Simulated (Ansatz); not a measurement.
# C₂H₆GaO₂ radical: how energies converge with the basis set

Aim: see how fast density functionals converge with the basis set for C₂H₆GaO₂ radical.

The runs use Ansatz 0.2.0, Gaussian basis; one geometry, several basis sets.

Levels to be run: PBE0-D4/def2-SVP; ωB97M-V/def2-SVP; PBE0-D4/def2-QZVPP; ωB97M-V/def2-QZVPP; the functionals' def2-TZVPP values are taken from earlier runs.

## (1) The relaxed structure

An earlier PBE0-D4 in a triple-zeta def2 set relaxation fixed the geometry.

SMILES `C[O][Ga][O]C`, 11 atoms, charge 0, spin multiplicity 2.

Atoms are counted from 1 here; the program's logs count them from 0.

Bond lengths: C1–O2 1.412 Å, C1–H6 1.095 Å, C1–H7 1.095 Å, C1–H8 1.095 Å, O2–Ga3 1.791 Å, Ga3–O4 1.804 Å, O4–C5 1.402 Å, C5–H9 1.095 Å, C5–H10 1.097 Å, C5–H11 1.097 Å. Angles: O2–C1–H6 109.5°, O2–C1–H7 113.3°, O2–C1–H8 109.5°, H6–C1–H7 108.2°, H6–C1–H8 108.1°, H7–C1–H8 108.2°, C1–O2–Ga3 121.7°, O2–Ga3–O4 113.9°, Ga3–O4–C5 127.1°, O4–C5–H9 108.1°, O4–C5–H10 112.5°, O4–C5–H11 112.4°, H9–C5–H10 107.7°, H9–C5–H11 107.8°, H10–C5–H11 108.1°.

## (2) PBE0-D4 in def2-SVP

File in.yaml:

```yaml
crystal:
  periodic: [false, false, false]
  atoms:
    - {symbol: C, position_ang: [-0.898433, -0.841010, 1.979988]}
    - {symbol: O, position_ang: [0.325192, -1.406531, 1.558802]}
    - {symbol: Ga, position_ang: [1.142909, -0.869320, 0.058707]}
    - {symbol: O, position_ang: [0.261443, 0.430844, -0.828657]}
    - {symbol: C, position_ang: [0.649874, 1.053674, -2.023673]}
    - {symbol: H, position_ang: [-0.773735, -0.400123, 2.974981]}
    - {symbol: H, position_ang: [-1.269889, -0.061983, 1.305281]}
    - {symbol: H, position_ang: [-1.659762, -1.625720, 2.047588]}
    - {symbol: H, position_ang: [-0.124206, 1.778127, -2.295777]}
    - {symbol: H, position_ang: [0.750011, 0.344270, -2.853788]}
    - {symbol: H, position_ang: [1.596594, 1.597773, -1.923454]}
basis:
  gaussian: {orbitals: def2-SVP}
magnetization: {spin_polarized: true, initial_magnetization: 1}
hamiltonian: {xc: pbe0, dispersion: d4}
output: {orbitals: {seedname: orbitals}}
```

On the command line:

```bash
> ansatz run in.yaml --threads 2 --pin off --events-out ev --progress --plain --max-ram 31744MiB --backend cpu
```

After this run come: ωB97M-V in def2-SVP; PBE0-D4 in def2-QZVPP; ωB97M-V in def2-QZVPP.

**Question.** What will the summary of the whole plan be? Wanted: PBE0-D4: double and triple zeta above quadruple; ωB97M-V: double and triple zeta above quadruple.

The runs gave:

```
                                       quantity           value
PBE0-D4: double and triple zeta above quadruple  15.66, 1.56 eV
ωB97M-V: double and triple zeta above quadruple  15.82, 1.51 eV
```

In words: For PBE0-D4 the step from double to triple zeta gains 14.10 eV and the next only 1.56 eV. These are total energies; as a rule much of such shifts cancels in differences, which this series doesn't test.
